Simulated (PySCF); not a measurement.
**CaBr: from the state search to spectroscopic constants**

The task here is to estimate one member of a computed series from the others.

Program: PySCF 2.14.0. Level of theory: Ca def2-TZVPP, Br def2-TZVPP, no relativity. These are calculated values, not measurements.

The first run:

Settings of the job:

```yaml
atoms: Ca, Br
charge: 0
basis: Ca def2-TZVPP, Br def2-TZVPP
Hamiltonian: no relativity
basis_functions: 84
electrons_treated: 55
masses_in_u: 39.9626, 78.9183
levels: PBE0, PBE, r²SCAN, TPSSh, M06-L, B3LYP, PW91, CAM-B3LYP, HF, MP2, SCS-MP2, CCSD, CCSD(T)
grid: 80 radial by 434 angular points
occupations: held fixed by the projection of orbital angular momentum
dissociation_limit: Ca + Br, each in its ground configuration
starting_distance_in_angstrom: 2.705
values_of_2S_to_try: 1, 3
```

Launch:

```sh
$ OMP_NUM_THREADS=1 python dia.py task.json out
```

Steps of the session up to this table: Input; First curve: PBE0; Excited determinants; PBE; r²SCAN; TPSSh; M06-L; B3LYP (global hybrid GGA); PW91; CAM-B3LYP (range-separated hybrid); UHF (mean field); Adding correlation.

One of the session's tables, all rows but one given; the rest of the session is left out.

It belongs to the step «The curves together». Energy (eV) from each level's lowest point:

| R (Å) | UHF | UHF-MP2 | UHF-SCS-MP2 | UHF-CCSD | UHF-CCSD(T) |
| --- | --- | --- | --- | --- | --- |
| 2.234 | 1.256 | 1.039 | 1.090 | n/a | n/a |
| 2.338 | 0.638 | 0.493 | 0.527 | 0.530 | 0.519 |
| 2.442 | 0.267 | 0.179 | 0.200 | 0.202 | 0.195 |
| 2.520 | 0.108 | 0.054 | 0.067 | 0.068 | 0.064 |
| 2.598 | ? | ? | ? | ? | ? |
| 2.676 | 0.000 | 0.000 | 0.000 | 0.000 | 0.000 |
| 2.780 | 0.035 | 0.061 | 0.054 | 0.054 | 0.055 |
| 2.910 | 0.152 | 0.203 | 0.189 | 0.188 | 0.191 |
| 3.066 | 0.358 | 0.428 | 0.409 | 0.407 | 0.411 |
| 3.273 | 0.684 | 0.770 | 0.745 | n/a | n/a |

Q: Estimate the row for R (Å) = 2.598 from the others.

Worked estimate for «UHF». A straight line through the neighbours (2.520, 0.108) and (2.676, 0.000) gives 0.108 + (0.000 − 0.108) × (2.598 − 2.520) / (2.676 − 2.520) = 0.054; a parabola fitted to 4 rows on both sides gives 0.026.

**Answer.** UHF: 0.025; UHF-MP2: 0.000; UHF-SCS-MP2: 0.006; UHF-CCSD: 0.007; UHF-CCSD(T): 0.005. In «UHF» the line misses by +0.029 and the parabola by +0.001.
